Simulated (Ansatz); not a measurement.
Run this with the Python package of Ansatz (0.2.0) and show what comes out.

Script `ina.py`:
```python
'''Relax the INa molecule.'''

import ansatz as az
import numpy as np

GEOMETRY = '''
Na    0.00000    0.00000    0.00000
I     0.00000    0.00000    2.88500
'''


def main() -> None:
    molecule = az.Crystal.molecule()
    for line in GEOMETRY.strip().splitlines():
        symbol, *xyz = line.split()
        molecule = molecule.atom(symbol, [float(v) for v in xyz])

    model = molecule.calculation().basis(gaussian='def2-SVP').functional('pbe0')
    symbols = [site.symbol for site in molecule.cartesian_sites]
    start = np.array([site.position_ang for site in molecule.cartesian_sites], dtype=float)
    summary = model.relax(force_tolerance=0.005).run(threads=1).report
    end = np.array(summary['positions_ang'])

    print(f'E = {summary["free_energy_ev"]:.6f} eV = {summary["free_energy_ev"] / 27.211386246:.7f} Ha')
    print('converged:', summary['converged'], ' doubts:', summary['published_state_doubts'] or 'none')

    print('bond        before    after (A)')
    for i, j in [(0, 1)]:
        d0, d1 = (np.linalg.norm(xyz[i] - xyz[j]) for xyz in (start, end))
        print(f'{symbols[i]}{i}-{symbols[j]}{j}'.ljust(10), f'{d0:8.4f} {d1:8.4f}')


if __name__ == '__main__':
    main()
```

Running `python ina.py` prints:
```text
E = -12515.008674 eV = -459.9180858 Ha
converged: True  doubts: none
bond        before    after (A)
Na0-I1       2.8850   2.7208
```

What to keep in mind:
- Total energies depend on the basis set; only differences at equal settings carry meaning.
- The end point is the stationary point reached from this start; no frequency run checks that it is a minimum, and the basis set is modest.
- def2 sets replace the cores of elements past krypton by effective core potentials.
- Hardware and time: 6.9 s on 1 thread of Arm Neoverse V2 (shared host), peak memory 0.17 GiB.

(Lines on the test bed's own set-up are left out of the output.)
